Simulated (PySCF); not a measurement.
# BiH3: the cost of one run

Program: PySCF 2.14.0. Level of theory: levels as typed in each script, gas phase, geometry from GFN2-xTB. These are calculated values, not measurements.

## (1) Starting geometry

4 atoms, charge 0, spin multiplicity 1.

Bond lengths: Bi1–H2 1.771 Å, Bi1–H3 1.771 Å, Bi1–H4 1.771 Å. Angles: H2–Bi1–H3 88.7°, H2–Bi1–H4 88.7°, H3–Bi1–H4 88.7°.

As a file:

```
Bi   -0.03649    0.00000    0.00020
H     1.01705   -0.50546    1.33120
H     1.00354   -0.90482   -1.11143
H     1.00838    1.41028   -0.23597
```

## (2) Density, bond paths and surface potential (PBE0/def2-tzvp)

The input, input.py:

```python
import numpy as np
from pyscf import gto, scf, dft
from pyscf.scf import atom_ks, atom_hf
from scipy.linalg import block_diag

def solve(mol, dm0=None, hcore=None):
    mf = (dft.UKS if mol.spin else dft.RKS)(mol, xc='pbe0')
    mf.grids.level = 3
    mf = mf.density_fit(auxbasis='def2-universal-jkfit')
    mf.conv_tol, mf.max_cycle = 1e-8, 80
    if hcore is not None:
        mf.get_hcore = lambda *args: hcore
    mf.kernel(dm0)
    if not mf.converged:
        mf = mf.newton().run(mf.mo_coeff, mf.mo_occ, max_cycle=30)
    assert mf.converged, 'SCF not converged'
    return mf

mol = gto.M(atom='''
Bi    -0.03649     0.00000     0.00020
H      1.01705    -0.50546     1.33120
H      1.00354    -0.90482    -1.11143
H      1.00838     1.41028    -0.23597
''', basis='def2-tzvp', ecp={'Bi': 'def2-tzvp'}, charge=0, spin=0, verbose=4)
mf = solve(mol)
mf.analyze()
# spherically averaged free atoms, for the promolecule
atom_ks.AtomSphAverageRKS.init_guess_by_vsap = lambda self, mol=None: self.init_guess_by_minao(mol)  # core potentials
atm = atom_ks.get_atm_nrks(mol, xc='pbe0')
pro = block_diag(*[(atm[a[0]][2] * atm[a[0]][3]) @ atm[a[0]][2].T for a in mol._atom])
np.savez('result.npz', e=mf.e_tot, c=mf.mo_coeff, occ=mf.mo_occ, eps=mf.mo_energy, pro=pro, dip=mf.dip_moment(verbose=0), s2=mf.spin_square()[0])
```

Started as:

```sh
OMP_NUM_THREADS=1 python input.py
```

What time and memory should one allow on 1 thread of Intel Xeon Platinum 8375C at 2.90GHz (Ice Lake), shared host?

About 3.7 s, with a peak of 0.26 GiB.
